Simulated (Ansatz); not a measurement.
# ScSi3 (AuCu3 type): other levels of theory at one geometry

An exercise on one series of results from a longer session: the logs are not shown, and one member is left open.

Method: DFT at several levels, plane waves, PAW, in Ansatz 0.2.0.

2 further runs of the same task are left out: 1 that didn't finish, 1 set aside as unsound or not needed. Runs told in other sessions of the task aren't counted.

**The system as given**

The structure is cubic, space group Pm-3m (No. 221). Conventional cell: a = 3.966 Å, b = 3.966 Å, c = 3.966 Å, α = 90.00°, β = 90.00°, γ = 90.00°. Around Sc (site symmetry m-3m) lie 12 Si at 2.80 Å. Si (site symmetry 4/mmm) is surrounded by 4 Sc at 2.80 Å and 8 Si at 2.80 Å.

As a file:

```cif
data_structure
_symmetry_space_group_name_H-M 'Pm-3m'
_symmetry_Int_Tables_number 221
_cell_length_a 3.9656
_cell_length_b 3.9656
_cell_length_c 3.9656
_cell_angle_alpha 90.000
_cell_angle_beta 90.000
_cell_angle_gamma 90.000
_cell_volume 62.36
loop_
_atom_site_label
_atom_site_type_symbol
_atom_site_symmetry_multiplicity
_atom_site_Wyckoff_symbol
_atom_site_fract_x
_atom_site_fract_y
_atom_site_fract_z
_atom_site_occupancy
Sc1 Sc 1 a 0.00000 0.00000 0.00000 1
Si1 Si 3 c 0.00000 0.50000 0.50000 1
```

An earlier run at PBE left this cell at 15.590 Å³/atom and 0.02 GPa (8×8×8 mesh), a metal on this mesh.

Levels to run: PBE+SOC; r²SCAN; PBEsol; LDA. Hardware: 2 threads of Arm Neoverse V1, shared host.

Set-up of the first run:

input.yaml

```yaml
crystal:
  lattice:
    - [3.9655533451, 0.0, 0.0]
    - [0.0, 3.9655533451, 0.0]
    - [0.0, 0.0, 3.9655533451]
  atoms:
    - { symbol: Sc, position: [0.0, 0.0, 0.0] }
    - { symbol: Si, position: [0.0, 0.5, 0.5] }
    - { symbol: Si, position: [0.5, 0.5, 0.0] }
    - { symbol: Si, position: [0.5, 0.0, 0.5] }
basis:
  ecutwfc: 420
  ecutrho_ratio: 4
kpoints:
  mp_grid: { grid: [8, 8, 8] }
hamiltonian:
  xc: pbe
scf:
  occupations: { method: gaussian, width: 0.05 }
output:
  forces: true
  stress: true
  eigenvalues: true
  populations: true
  dos: { projected: true, de: 0.02 }
  write_density: true
  write_potential: true
  elf: true
  volumetric_format: npy
magnetization:
  noncollinear: true
  spin_orbit: true
```

Launch:

```bash
> ansatz run input.yaml --threads 2 --pin off --max-ram 2662MiB --backend cpu --events-out ev --progress --plain --runs-dir out
```

Steps of the session up to this table: PBE+SOC; r²SCAN; PBEsol; LDA.

One table of the session follows, with a row left open; its other results are not shown here.

| level | pressure (GPa) |
| --- | --- |
| PBE | 0.0 |
| LDA | -5.3 |
| PBEsol | ? |
| PBE+SOC | 0.0 |
| r²SCAN | -1.3 |

Q: Estimate the row for PBEsol from the others.

**Answer.** pressure (GPa): -3.2. In the column «pressure (GPa)» it lies between LDA (-5.3) and r²SCAN (-1.3).

The pressure runs from -5.3 GPa (LDA) to 0.0 GPa (PBE); a negative pressure means that level wants a smaller cell, a positive one a larger cell. Total energies of different levels have different zeros and can't be compared.
